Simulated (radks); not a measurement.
# Numerical settings for Ni

Aim: see which numerical settings matter for neutral nickel. Each run changes a setting or two against a run with the defaults. The defaults are a mesh step of 0.008 in ln r, a mesh end at 40 bohr or more, Anderson mixing 0.5 over 9 steps and a tight residual threshold, with the energy settled to 1e-9 hartree as well; every run has a cap on iterations.

Program: radks (a radial shooting solver on a logarithmic mesh, Libxc functionals) version 1. Level of theory: non-relativistic Kohn-Sham, BLYP, spin-unpolarised, spherical densities, point nucleus. These are calculated values, not measurements, unless marked.

## Step 1: What is computed

```
element       : nickel (Z = 28)
charge        : 0
electrons     : 28
configuration : [Ar] 3d8 4s2
```

Outer shells as boxes (Hund's rule):

Ni
```
[Ar] core
3d [↑↓][↑↓][↑↓][↑ ][↑ ]
4s [↑↓]
```

## Step 2: Default settings

The run's settings:

```text
Z 28
configuration [Ar] 3d8 4s2
relativity non-relativistic
functional b88,lyp
spin unpolarised
nucleus point
max_iterations 56
```

Run with:

```
python run_ks.py task.json out
```

The same process makes all the runs of this session.

## Step 3: Mesh step in ln r 0.003

Input: that of step 2 with these lines changed.

```diff
@@ -6,2 +6,3 @@
 nucleus point
+mesh_step 0.003
 max_iterations 56
```

## Step 4: Mesh step in ln r 0.2

Input: that of step 3 with these lines changed.

```diff
@@ -6,3 +6,3 @@
 nucleus point
-mesh_step 0.003
+mesh_step 0.2
 max_iterations 56
```

## Step 5: Mesh step in ln r 0.05

Input: that of step 4 with these lines changed.

```diff
@@ -6,3 +6,3 @@
 nucleus point
-mesh_step 0.2
+mesh_step 0.05
 max_iterations 56
```

## Step 6: Mesh end (bohr) 20

Input: that of step 5 with these lines changed.

```diff
@@ -6,3 +6,3 @@
 nucleus point
-mesh_step 0.05
+mesh_end 20
 max_iterations 56
```

## Step 7: Mesh end (bohr) 3

Input: that of step 6 with these lines changed.

```diff
@@ -6,3 +6,3 @@
 nucleus point
-mesh_end 20
+mesh_end 3
 max_iterations 56
```

## Step 8: Residual threshold 1e-13

Input: that of step 7 with these lines changed.

```diff
@@ -6,3 +6,3 @@
 nucleus point
-mesh_end 3
+threshold 1e-13
 max_iterations 56
```

## Step 9: Residual threshold 0.01

Input: that of step 8 with these lines changed.

```diff
@@ -6,3 +6,3 @@
 nucleus point
-threshold 1e-13
+threshold 0.01
 max_iterations 56
```

## Step 10: Mixing 2.5

Input: that of step 9 with these lines changed.

```diff
@@ -6,3 +6,3 @@
 nucleus point
-threshold 0.01
+mixing 2.5
 max_iterations 56
```

## Step 11: Mixing history 1, mixing 0.8

Input: that of step 10 with these lines changed.

```diff
@@ -6,3 +6,4 @@
 nucleus point
-mixing 2.5
+history 1
+mixing 0.8
 max_iterations 56
```

## Step 12: Mixing history 1, mixing 0.5

Input: that of step 11 with these lines changed.

```diff
@@ -7,3 +7,3 @@
 history 1
-mixing 0.8
+mixing 0.5
 max_iterations 56
```

## Step 13: Mixing history 20

Input: that of step 12 with these lines changed.

```diff
@@ -6,4 +6,3 @@
 nucleus point
-history 1
-mixing 0.5
+history 20
 max_iterations 56
```

## Step 14: Iteration cap 2

Input: that of step 13 with these lines changed.

```diff
@@ -6,3 +6,2 @@
 nucleus point
-history 20
-max_iterations 56
+max_iterations 2
```

**Question.** What will these runs give? Wanted: for each run, setting; iterations; converged; change of E.

As calculated:

| setting | mesh points | iterations | converged | change of E (mhartree) | time |
| --- | --- | --- | --- | --- | --- |
| Default settings | 2669 | 15 | yes | 0 | 0.08 s |
| mesh step in ln r 0.003 | 7116 | 15 | yes | 0 | 0.21 s |
| mesh step in ln r 0.2 | 107 | 4 | no | - | - |
| mesh step in ln r 0.05 | 427 | 15 | yes | +0.007144 | 0.02 s |
| mesh end (bohr) 20 | 2390 | 15 | yes | 0 | 0.08 s |
| mesh end (bohr) 3 | 2153 | 14 | no | - | 0.06 s |
| residual threshold 1e-13 | 2669 | 56 | no | - | 0.17 s |
| residual threshold 0.01 | 2669 | 11 | yes | 0 | 0.07 s |
| mixing 2.5 | 2669 | 17 | yes | 0 | 0.1 s |
| mixing history 1, mixing 0.8 | 2669 | 56 | no | - | 0.63 s |
| mixing history 1, mixing 0.5 | 2669 | 42 | yes | 0 | 0.17 s |
| mixing history 20 | 2669 | 23 | yes | 0 | 0.11 s |
| iteration cap 2 | 2669 | 2 | no | - | 0.02 s |

A zero stands for a change under the printed digits. No run that converges misses the default energy by more than 1 mhartree. Not converged or rejected: mesh step in ln r 0.2; mesh end (bohr) 3; residual threshold 1e-13; mixing history 1, mixing 0.8; iteration cap 2. A mesh that ends early acts as a hard wall.
